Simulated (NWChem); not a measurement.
# the pair SiH4S···SiH3F: a chain of runs

Aim: the energy (singlet Si2H7SF, CCSD(T)/def2-SVP), then the energy (singlet SiH4S, CCSD(T)/def2-SVP), then the energy (singlet SiH3F, CCSD(T)/def2-SVP), then the energy (singlet SiH4S, CCSD(T)/def2-SVP), then a single-point energy (singlet SiH3F, CCSD(T)/def2-SVP) of FH7SSi2 and its partners. 

The results are computed with NWChem 7.3.0.

### 1 Starting point

The species is Si2H7SF (11 atoms), meant as a singlet with charge 0. The two molecules were placed rigidly side by side, at 1 times their contact distance; the pair isn't optimised.

Bond lengths: Si1–S2 2.137 Å, F7–Si8 1.600 Å, Si1–H3 1.485 Å, Si1–H4 1.482 Å, Si1–H5 1.485 Å, S2–H6 1.344 Å, Si8–H9 1.482 Å, Si8–H10 1.482 Å, Si8–H11 1.482 Å. Some angles: Si1–S2–H6 94.7°, S2–Si1–H3 111.6°, S2–Si1–H4 104.8°, S2–Si1–H5 111.6°, F7–Si8–H9 108.3°, F7–Si8–H10 108.3°, F7–Si8–H11 108.3°, H3–Si1–H4 110.0°, H3–Si1–H5 108.8°, H4–Si1–H5 110.0°.

### 2 A single-point energy at CCSD(T)/def2-SVP (run 1)

File a.nw:

```
start a
title "FH7SSi2 ccsd(t)"
memory total 2200 mb

geometry units angstroms noautosym nocenter noautoz
  Si      -0.176830      -0.252720      -0.428320
  S        0.900270      -0.001920       1.400480
  H       -1.636830      -0.063620      -0.233920
  H        0.101570      -1.647620      -0.844820
  H        0.292770       0.691880      -1.473420
  H        0.519070       1.273980       1.579980
  F       -4.219490      -0.801810       2.973440
  Si      -2.620480      -0.749030       2.959220
  H       -2.136340      -0.917160       4.349520
  H       -2.202440       0.565100       2.417340
  H       -2.125560      -1.848840       2.098540
end

basis "ao basis" spherical bse
  Si library def2-SVP
  S library def2-SVP
  H library def2-SVP
  F library def2-SVP
end

scf
  thresh 1e-08
  maxiter 80
  noprint "final vectors analysis"
end

ccsd
  freeze core 16
  maxiter 60
end

task ccsd(t) energy
```

The run is started by

```bash
$ nwchem a.nw > a.out
```

Output, cut to the lines that bear on the results:

```text
[...]
  functions       =   103
[...]
  wavefunction    = RHF
[...]
         Total SCF energy =  -1078.586104301125
      One-electron energy =  -2009.586643430192
      Two-electron energy =    672.723487108915
 Nuclear repulsion energy =    258.277052020153
        Time for solution =     11.4s
[...]
 Total MP2 energy:          -1079.118448156446902
[...]
             energy      energy      error      ampl     ampl      Block
                                                time     time      time
[...]
 Total CCSD energy:          -1079.182544108339016
[...]
 Total CCSD+T(CCSD) energy:          -1079.194806524790238
[...]
 Total CCSD(T) energy:               -1079.194069598635906
[...]
```

It took 3.3 min on 1 thread of Intel Xeon Platinum 8488C (Sapphire Rapids), shared host; peak memory 0.35 GiB.

### 3 SiH4S: the energy at CCSD(T)/def2-SVP (run 2)

File run.nw:

```
start run
memory 2200 mb

geometry units au noautosym nocenter noautoz
   Si    -0.33416027    -0.47757159    -0.80940749
   S      1.70126374    -0.00362827     2.64652364
   H     -3.09316041    -0.12022438    -0.44204474
   H      0.19193948    -3.11355056    -1.59647842
   H      0.55325512     1.30746371    -2.78436027
   H      0.98090014     2.40747329     2.98572948
end

basis spherical bse
   * library def2-SVP
end

scf
   thresh 1e-08
   maxiter 80
   print low
end

ccsd
   freeze core 10
   maxiter 60
end

task ccsd(t)
```

The run is started by

```bash
$ nwchem run.nw > run.out
```

Output, cut to the lines that bear on the results:

```text
[...]
  functions       =    56
[...]
  wavefunction    = RHF
[...]
         Total SCF energy =   -688.593795343493
      One-electron energy =  -1130.503600277185
      Two-electron energy =    352.671170174473
 Nuclear repulsion energy =     89.238634759219
        Time for solution =      2.1s
[...]
 Total MP2 energy:           -688.831978830070284
[...]
             energy      energy      error      ampl     ampl      Block
                                                time     time      time
[...]
 Total CCSD energy:           -688.872254927176868
[...]
 Total CCSD+T(CCSD) energy:           -688.879064492393582
[...]
 Total CCSD(T) energy:                -688.878914559167697
[...]
```

Run time: 14 s. Hardware: 1 thread of Intel Xeon Platinum 8488C (Sapphire Rapids), shared host; peak memory 0.12 GiB.

### 4 SiH3F: a single-point energy at CCSD(T)/def2-SVP (run 3)

File input.nw:

```
echo
start input
title "FH3Si energy"
memory total 2200 mb

geometry noautosym nocenter noautoz
  F    -4.219490   -0.801810    2.973440
  Si   -2.620480   -0.749030    2.959220
  H    -2.136340   -0.917160    4.349520
  H    -2.202440    0.565100    2.417340
  H    -2.125560   -1.848840    2.098540
end

basis "ao basis" spherical bse
  * library def2-SVP
end

scf
  singlet
  rhf
  thresh 1e-08
  maxiter 80
  print low
end

ccsd
  freeze core 6
  maxiter 60
end

task ccsd(t)
```

The run is started by

```bash
$ nwchem input.nw > input.out
```

Output, cut to the lines that bear on the results:

```text
[...]
  functions       =    47
[...]
  wavefunction    = RHF
[...]
         Total SCF energy =   -389.991593208561
      One-electron energy =   -667.277695720370
      Two-electron energy =    214.243409361216
 Nuclear repulsion energy =     63.042693150593
        Time for solution =      1.5s
[...]
 Total MP2 energy:           -390.282739675489211
[...]
             energy      energy      error      ampl     ampl      Block
                                                time     time      time
[...]
 Total CCSD energy:           -390.306926836268758
[...]
 Total CCSD+T(CCSD) energy:           -390.312029591464807
[...]
 Total CCSD(T) energy:                -390.311448310353740
[...]
```

Wall time 8.4 s (1 thread of Intel Xeon Platinum 8488C (Sapphire Rapids), shared host); peak memory 0.11 GiB.

### 5 SiH4S among ghost functions: the energy at CCSD(T)/def2-SVP (with ghost functions) (run 4)

File h4ssi.nw:

```
start h4ssi
memory total 2200 mb

geometry units angstroms noautosym nocenter noautoz
   Si    -0.176830    -0.252720    -0.428320
   S      0.900270    -0.001920     1.400480
   H     -1.636830    -0.063620    -0.233920
   H      0.101570    -1.647620    -0.844820
   H      0.292770     0.691880    -1.473420
   H      0.519070     1.273980     1.579980
   bqF     -4.219490    -0.801810     2.973440
   bqSi    -2.620480    -0.749030     2.959220
   bqH     -2.136340    -0.917160     4.349520
   bqH     -2.202440     0.565100     2.417340
   bqH     -2.125560    -1.848840     2.098540
end

basis spherical bse
   Si library def2-SVP
   S library def2-SVP
   H library def2-SVP
   bqF library F def2-SVP
   bqSi library Si def2-SVP
   bqH library H def2-SVP
end

scf
   thresh 1e-08
   maxiter 80
   print low
end

ccsd
   freeze core 10
   maxiter 60
end

task ccsd(t) energy
```

The run is started by

```bash
$ nwchem h4ssi.nw > h4ssi.out
```

Output, cut to the lines that bear on the results:

```text
[...]
  functions       =   103
[...]
  wavefunction    = RHF
[...]
         Total SCF energy =   -688.595145463870
      One-electron energy =  -1130.461431342641
      Two-electron energy =    352.627644755244
 Nuclear repulsion energy =     89.238641123526
        Time for solution =      9.3s
[...]
 Total MP2 energy:           -688.834069379075686
[...]
             energy      energy      error      ampl     ampl      Block
                                                time     time      time
[...]
 Total CCSD energy:           -688.874297170035675
[...]
 Total CCSD+T(CCSD) energy:           -688.881198976528140
[...]
 Total CCSD(T) energy:                -688.881049302524389
[...]
```

It took 1.9 min on 1 thread of Intel Xeon Platinum 8488C (Sapphire Rapids), shared host; peak memory 0.22 GiB.

### 6 SiH3F among ghost functions: a single-point energy at CCSD(T)/def2-SVP (with ghost functions) (run 5)

File work.nw:

```
start work
memory stack 880 mb heap 220 mb global 1100 mb
geometry units bohr noautosym nocenter noautoz
  F  -7.97368049 -1.51520130  5.61898725
  Si -4.95198952 -1.41546156  5.59211534
  H  -4.03709751 -1.73318121  8.21940157
  H  -4.16200841  1.06788423  4.56811055
  H  -4.01672626 -3.49380125  3.96566586
  bqSi    -0.334160    -0.477572    -0.809407
  bqS      1.701264    -0.003628     2.646524
  bqH     -3.093160    -0.120224    -0.442045
  bqH      0.191939    -3.113551    -1.596478
  bqH      0.553255     1.307464    -2.784360
  bqH      0.980900     2.407473     2.985729
end
basis spherical bse
  F library def2-SVP
  Si library def2-SVP
  H library def2-SVP
  bqSi library Si def2-SVP
  bqS library S def2-SVP
  bqH library H def2-SVP
end
scf
  thresh 1e-08
  maxiter 80
  noprint "final vectors analysis"
end
ccsd
  freeze core 6
  maxiter 60
end
task ccsd(t) energy
```

The run is started by

```bash
$ nwchem work.nw > work.out
```

Output, cut to the lines that bear on the results:

```text
[...]
  functions       =   103
[...]
  wavefunction    = RHF
[...]
         Total SCF energy =   -389.991948490245
      One-electron energy =   -667.273414237101
      Two-electron energy =    214.238777126943
 Nuclear repulsion energy =     63.042688619914
        Time for solution =      8.8s
[...]
 Total MP2 energy:           -390.283417756810252
[...]
             energy      energy      error      ampl     ampl      Block
                                                time     time      time
[...]
 Total CCSD energy:           -390.307612830667892
[...]
 Total CCSD+T(CCSD) energy:           -390.312753264012031
[...]
 Total CCSD(T) energy:                -390.312167800038537
[...]
```

It took 1.9 min on 1 thread of Intel Xeon Platinum 8488C (Sapphire Rapids), shared host; peak memory 0.24 GiB.

### 7 Outcome

| quantity | value |
| --- | --- |
| run 1, CCSD(T)/def2-SVP: total energy | -1079.19407 Eh |
| run 1, CCSD(T)/def2-SVP: correlation energy (16 core orbitals frozen) | -608.0 mEh |
| run 1, CCSD(T)/def2-SVP: (T) correction | -11.53 mEh |
| SiH4S: total energy | -688.87891 Eh |
| SiH4S: correlation energy (10 core orbitals frozen) | -285.1 mEh |
| SiH4S: (T) correction | -6.66 mEh |
| SiH3F: total energy | -390.31145 Eh |
| SiH3F: correlation energy (6 core orbitals frozen) | -319.9 mEh |
| SiH3F: (T) correction | -4.52 mEh |
| SiH4S among ghost functions: total energy | -688.88105 Eh |
| SiH4S among ghost functions: correlation energy (10 core orbitals frozen) | -285.9 mEh |
| SiH4S among ghost functions: (T) correction | -6.75 mEh |
| SiH3F among ghost functions: total energy | -390.31217 Eh |
| SiH3F among ghost functions: correlation energy (6 core orbitals frozen) | -320.2 mEh |
| SiH3F among ghost functions: (T) correction | -4.55 mEh |
| interaction energy of the rigid parts SiH4S and SiH3F (parts in their own basis; closest atoms 2.78 Å apart) | -0.101 eV |
| interaction energy of the rigid parts SiH4S and SiH3F (parts in the whole basis, counterpoise; closest atoms 2.78 Å apart) | -0.023 eV |

**Reading.** The interaction energy of the rigid parts SiH4S and SiH3F (parts in their own basis; closest atoms 2.78 Å apart) is −0.10 eV (−9.7 kJ/mol): the parts attract. Without counterpoise this holds the superposition error of the basis. The interaction energy of the rigid parts SiH4S and SiH3F (parts in the whole basis, counterpoise; closest atoms 2.78 Å apart) is −0.02 eV (−0.5 kcal/mol): the parts attract. The basis-set superposition error is 7.5 kJ/mol. Mulliken charges (run 1, CCSD(T)/def2-SVP) run from -0.47 on F7 to +0.97 on Si8; they depend strongly on the basis. The triples (run 1, CCSD(T)/def2-SVP) make up 1.9 % of the correlation energy. The triples (SiH4S) make up 2.3 % of the correlation energy.
